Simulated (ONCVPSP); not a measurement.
**Pseudopotential generation for Ga: ONCV, LDA (Perdew-Wang 92)**

Do these settings give a usable potential? It is generated, then checked for transferability, scattering, ghosts and hardness.

The numbers are computed with ONCVPSP 4.0.1 (LDA (Perdew-Wang 92), scalar-relativistic, spin-unpolarised reference atom).

**1. Settings**

The settings as typed:

```
element                 : gallium (Ga, Z = 31)
type                    : optimised norm-conserving Vanderbilt (ONCV)
frozen core             : [Ar]
valence charge          : 13
reference configuration : 3d10 4s2 4p1
partial waves           : 4s: rc 1.95 bohr, ncon 3, nbas 8, qcut 3.2 1/bohr, 3 projectors, debl 1.5 Ha; 4p: rc 2.05 bohr, ncon 4, nbas 9, qcut 4.9 1/bohr, 2 projectors, debl 0.3 Ha; 3d: rc 0.70 bohr, ncon 5, nbas 8, qcut 15.1 1/bohr, local
local potential         : the d channel
core correction         : polynomial model core, fcfact 0.2
```

An earlier all-electron run gives the scale for the radii.

All-electron outer shells of the reference configuration (LDA (PZ), scalar-relativistic, ld1.x):

```json
{"shell": "3s", "level (eV)": "-147.43", "outermost node (bohr)": "0.27", "outermost maximum (bohr)": "0.56"}
{"shell": "3p", "level (eV)": "-98.65", "outermost node (bohr)": "0.24", "outermost maximum (bohr)": "0.56"}
{"shell": "3d", "level (eV)": "-19.40", "outermost node (bohr)": "–", "outermost maximum (bohr)": "0.53"}
{"shell": "4s", "level (eV)": "-9.17", "outermost node (bohr)": "0.81", "outermost maximum (bohr)": "1.87"}
{"shell": "4p", "level (eV)": "-2.74", "outermost node (bohr)": "0.87", "outermost maximum (bohr)": "2.53"}
```

**2. The generation run**

Ga.dat reads:

```
# ATOM AND REFERENCE CONFIGURATION
# atsym  z   nc   nv     iexc    psfile
  Ga 31.00    5    3  -001012      upf
#
#   n    l    f
    1    0    2.00
    2    0    2.00
    2    1    6.00
    3    0    2.00
    3    1    6.00
    3    2   10.00
    4    0    2.00
    4    1    1.00
#
# PSEUDOPOTENTIAL AND OPTIMIZATION
# lmax
    2
#
#   l,   rc,      ep,       ncon, nbas, qcut
    0    1.95    0.00    3    8    3.20
    1    2.05    0.00    4    9    4.90
    2    0.70    0.00    5    8   15.10
#
# LOCAL POTENTIAL
# lloc, lpopt,  rc(5),   dvloc0
    2    5    0.70    0.00
#
# VANDERBILT-KLEINMAN-BYLANDER PROJECTORs
# l, nproj, debl
    0    3    1.50
    1    2    0.30
    2    0    1.60
#
# MODEL CORE CHARGE
# icmod, fcfact, rcfact
    1    0.20    0.00
#
# LOG DERIVATIVE ANALYSIS
# epsh1, epsh2, depsh
   -2.00    5.00    0.02
#
# OUTPUT GRID
# rlmax, drl
    6.00    0.01
#
# TEST CONFIGURATIONS
# ncnf
    4
# nvcnf
#   n    l    f
    3
    3    2   10.00
    4    0    2.00
    4    1    0.00
#
    3
    3    2   10.00
    4    0    1.00
    4    1    0.00
#
    3
    3    2   10.00
    4    0    0.00
    4    1    0.00
#
    3
    3    2   10.00
    4    0    1.00
    4    1    1.00
#
```

The run is started by

```console
oncvpsp.x < Ga.dat > Ga.out
```

Before running it: what results should come out? Wanted: cutoffs for 1 and 0.1 mHa per electron, occupied waves; bound ghosts; GHOST(+) flags; largest test error; largest phase difference near zero energy, channels read; rms error of d²Exc/dn², without and with the model core.

As calculated:

```
                                                quantity                                        value
  cutoffs for 1 and 0.1 mHa per electron, occupied waves                            423 Ha and 479 Ha
                                            bound ghosts             s at -514.98 eV, p at -239.73 eV
                                          GHOST(+) flags                                  s at 141 eV
                            largest test error (AE − PS)  -20 meV, for 3d10 4s1 4p0 (1 test unsolved)
largest phase difference near zero energy, channels read                                    0.001 rad
 rms error of d²Exc/dn², without and with the model core                            6.89 and 4.35 mHa
```

**Reading.** A bound ghost (s, p) makes it unfit for use: electrons can fall into a state that the atom doesn't have. The worst unpolarised test, 3d10 4s1 4p0, is off by 20 meV on 27.4 eV; by total energies transferability rates as good where solved. Atomic tests can pass in spite of a ghost, since they solve only for the levels asked. Of the tests 1 gave no usable energy difference, which is a warning in itself. By its cutoff, 423 Ha for the looser tolerance, it is very hard. At the looser tolerance the 3d wave is the slowest; 4s needs 8 Ha. Near zero energy the phases of the channels with partial waves agree within 0.001 rad. The program also flags highly localised states, GHOST(+) (s).
